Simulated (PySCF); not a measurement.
**SiClF2 (SMILES F[Si](F)Cl): levels of theory compared**

Aim: a comparison of 4 runs (UB3LYP/STO-6G, UMP2/STO-6G, UCISD/STO-6G, FCI/STO-6G) of SiClF2. The job is set up through a Python script.

The results are computed with PySCF 2.14.0.

9 further runs of the same task are left out: 1 that didn't finish, 8 set aside as unsound or not needed.

## (1) The structure to begin with

SiClF2: 4 atoms, total charge 0, spin state doublet. SMILES: `F[Si](F)Cl`. The F1–Si2 distance was set to 2.377 Å, away from the relaxed value. At this shape a bond of the SMILES string is far longer than usual.

Bond lengths: Si2–F3 1.585 Å, Si2–Cl4 2.036 Å. Angles: F3–Si2–Cl4 108.9°. A long bond or contact: F1–Si2 2.377 Å.

## (2) A single-point energy at UB3LYP/STO-6G (run 1)

The input, input.py:

```python
from pyscf import gto, dft

system = gto.Mole()
system.atom = '''
F        1.851731       0.351763       1.329880
Si       0.221200      -0.316500      -0.265700
F       -0.871800      -1.157400       0.514900
Cl      -0.657600       1.344900      -1.047300
'''
system.max_memory = 1860
system.verbose = 3
system.basis = 'sto-6g'
system.spin = 1
system.charge = 0
system.build()

mf = dft.UKS(system)
mf.xc = 'b3lyp'
mf.conv_tol = 1e-10
mf.grids.level = 5
mf.kernel()
if not mf.converged:
    mf = mf.newton().run(mf.mo_coeff, mf.mo_occ)

e_tot = mf.e_tot
print('E = %.10f Eh' % e_tot)
```

Command:

```
$ OMP_NUM_THREADS=1 python input.py
```

Standard output:

```text
WARN: HOMO -0.265049705885421 >= LUMO -0.26504970588542

converged SCF energy = -945.629760528412  <S^2> = 0.78066369  2S+1 = 2.0304322
E = -945.6297605284 Eh
```

Wall time 19 s (1 thread of Arm Neoverse V1, shared host); peak memory 0.24 GiB.

## (3) The energy at UMP2/STO-6G (run 2)

The input, calc.py:

```python
from pyscf import gto, mp

mol = gto.Mole()
mol.atom = '''
F      3.499264     0.664736     2.513109
Si     0.418007    -0.598098    -0.502100
F     -1.647463    -2.187169     0.973020
Cl    -1.242684     2.541493    -1.979110
'''
mol.unit = 'bohr'
mol.max_memory = 1860
mol.basis = 'sto-6g'
mol.verbose = 4
mol.spin = 1
mol.build()

mf = mol.UHF()
mf.conv_tol = 1e-10
mf.kernel()
if not mf.converged:
    mf = mf.newton().run(mf.mo_coeff, mf.mo_occ)

pt = mp.MP2(mf, frozen=12).run()
etot = pt.e_tot
print(f'total energy: {etot:.8f} hartree')
```

Command:

```
$ OMP_NUM_THREADS=1 python calc.py
```

Standard output:

```text
PySCF version 2.14.0

[... 152 lines left out ...]
converged SCF energy = -943.788224722323  <S^2> = 0.88128379  2S+1 = 2.1272365
[... 1 line left out ...]
******** <class 'pyscf.mp.ump2.UMP2'> ********
nocc = (np.int64(13), np.int64(12)), nmo = (16, 16)
frozen orbitals 12
E(UMP2) = -943.839290030103  E_corr = -0.0510653077796266
E(SCS-UMP2) = -943.840395329989  E_corr = -0.0521706076659614
E_corr(same-spin) = -0.0105089557726044
E_corr(oppo-spin) = -0.0405563520070222
total energy: -943.83929003 hartree
```

It took 1.4 s on 1 thread of Arm Neoverse V1, shared host; peak memory 0.12 GiB.

## (4) The energy at UCISD/STO-6G (run 3)

The input, calc.py:

```python
from pyscf import gto, scf, ci

mol = gto.M(
    atom='F 1.851731 0.351763 1.329880; Si 0.221200 -0.316500 -0.265700; F -0.871800 -1.157400 0.514900; Cl -0.657600 1.344900 -1.047300',
    max_memory=1860,
    basis='sto-6g',
    spin=1,
    verbose=3,
)

mf = scf.UHF(mol)
mf.conv_tol = 1e-10
mf.kernel()
if not mf.converged:
    mf = mf.newton().run(mf.mo_coeff, mf.mo_occ)

cisd = ci.CISD(mf, frozen=12)
cisd.kernel()
energy = cisd.e_tot
print('E(%s) = %.9f' % ('CISD', energy))
```

Command:

```
$ OMP_NUM_THREADS=1 python calc.py
```

Standard output:

```text
converged SCF energy = -943.788224742956  <S^2> = 0.8812837  2S+1 = 2.1272364
E(UCISD) = -943.8542619026728  E_corr = -0.06603715971675284
E(CISD) = -943.854261903
```

Run time: 1.4 s. Hardware: 1 thread of Arm Neoverse V1, shared host; peak memory 0.11 GiB.

## (5) A single-point energy at FCI/STO-6G (run 4)

The input, run.py:

```python
from pyscf import gto, mcscf

mol = gto.M(
    atom='''
F      3.499264     0.664736     2.513109
Si     0.418007    -0.598098    -0.502100
F     -1.647463    -2.187169     0.973020
Cl    -1.242684     2.541493    -1.979110
''',
    spin=1,
    unit='bohr',
    basis='sto-6g',
    verbose=3,
    max_memory=1860,
)

calc0 = mol.ROHF()
calc0.conv_tol = 1e-10
calc0.kernel()
if not calc0.converged:
    calc0 = calc0.newton().run(calc0.mo_coeff, calc0.mo_occ)

cas = mcscf.CASCI(calc0, calc0.mo_coeff.shape[-1] - 12, (mol.nelec[0] - 12, mol.nelec[1] - 12))  # full CI above the frozen core
cas.fix_spin_(ss=0.75)
cas.kernel()
e_final = cas.e_tot
print('Final energy', e_final)
```

Command:

```
$ OMP_NUM_THREADS=1 python run.py
```

Standard output:

```text
converged SCF energy = -943.784887423555
CASCI E = -943.862544434658  E(CI) = -112.162084154263  S^2 = 0.7500000
Final energy -943.8625444346576
```

It took 2.3 min on 1 thread of Arm Neoverse V1, shared host; peak memory 0.34 GiB.

## (6) The series

```csv
run,level,integration grid,frozen core orbitals,energy (Eh),dipole moment (D) of the reference,HOMO energy (eV),LUMO energy (eV),wall time
1,UB3LYP/STO-6G,5,–,-945.629761,2.17,-4.28,-0.85,19 s
2,UMP2/STO-6G,–,12,-943.839290,2.53,-7.51,4.84,1.4 s
3,UCISD/STO-6G,–,12,-943.854262,2.53,-7.51,4.84,1.4 s
4,FCI/STO-6G,–,12,-943.862544,2.56,–,–,2.3 min
```

## (7) Outcome

| quantity | value |
| --- | --- |
| run 4: total energy | -943.86254 Eh |
| run 4: dipole moment (Hartree–Fock density) | 2.56 D |
| run 4: correlation energy (12 core orbitals frozen) | -77.7 mEh |

Against full CI in this basis: UMP2 +23.3 mEh; UCISD +8.3 mEh. In runs 1, 2, 3, 4 the basis is minimal, so the values are rough. Spin contamination of the reference: run 2 ⟨S²⟩ = 0.88, run 3 ⟨S²⟩ = 0.88. All runs together took 2.6 min, the longest 2.3 min.
